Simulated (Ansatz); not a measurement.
# TiAl: the cost of one run

Program: Ansatz 0.2.0. Level of theory: DFT PBE, scalar-relativistic, plane waves, PAW. These are calculated values, not measurements.

20 further runs of the same task are left out: 1 for a known fault of the program, 19 set aside as unsound or not needed.

## 1. The starting structure

It takes space group P4/mmm (No. 123, tetragonal). The conventional cell has a = 2.822 Å, b = 2.822 Å, c = 4.077 Å, α = 90.00°, β = 90.00°, γ = 90.00°. Ti (site symmetry 4/mmm) is surrounded by 4 Ti at 2.82 Å and 8 Al at 2.85 Å. Around Al (site symmetry 4/mmm) lie 4 Al at 2.82 Å and 8 Ti at 2.85 Å.

Structure file:

```cif
data_structure
_symmetry_space_group_name_H-M 'P 1'
_symmetry_Int_Tables_number 1
_cell_length_a 2.8218
_cell_length_b 2.8218
_cell_length_c 4.0767
_cell_angle_alpha 90.000
_cell_angle_beta 90.000
_cell_angle_gamma 90.000
_cell_volume 32.46
loop_
_atom_site_label
_atom_site_type_symbol
_atom_site_fract_x
_atom_site_fract_y
_atom_site_fract_z
_atom_site_occupancy
Ti1 Ti 0.00000 0.00000 0.00000 1
Al1 Al 0.50000 0.50000 0.50000 1
```

This cell was relaxed beforehand with the same method: volume 16.23 Å³/atom, gap on the mesh none (metal).

## 2. Plan of the line

The energy is mapped over the lattice constants a and c of the conventional cell.

- lattice constant a (and b): 7 values from 2.681 to 2.963 Å
- lattice constant c: 7 values from 3.587 to 4.566 Å

Nothing else is relaxed (symmetry fixes all fractional coordinates). Energies count from the relaxed crystal. Points are written as (first, second).

## 3. The run at (2.681 Å, 3.751 Å)

input.yaml

```yaml
crystal:
  lattice:
    - [2.6807, 0.0, 0.0]
    - [0.0, 2.6807, 0.0]
    - [0.0, 0.0, 3.7505]
  atoms:
    - { symbol: Ti, position: [0.0, 0.0, 0.0] }
    - { symbol: Al, position: [0.5, 0.5, 0.5] }
basis:
  ecutwfc: 520.0
kpoints:
  mp_grid: { grid: [16, 16, 12] }
hamiltonian:
  xc: pbe
  pseudopotentials: { kind: paw, azcp: { folder: soft_1 } }
scf:
  occupations: { method: gaussian, width: 0.15 }
output:
  forces: true
  stress: true
  eigenvalues: true
```

Launch:

```console
ansatz run input.yaml --threads 1 --pin off --max-ram 2048MiB --backend cpu --events-out ev --progress --plain --runs-dir out
```

What time and memory should one allow on 1 thread of Arm Neoverse V1, shared host?

About 7 s, with a peak of 0.39 GiB.
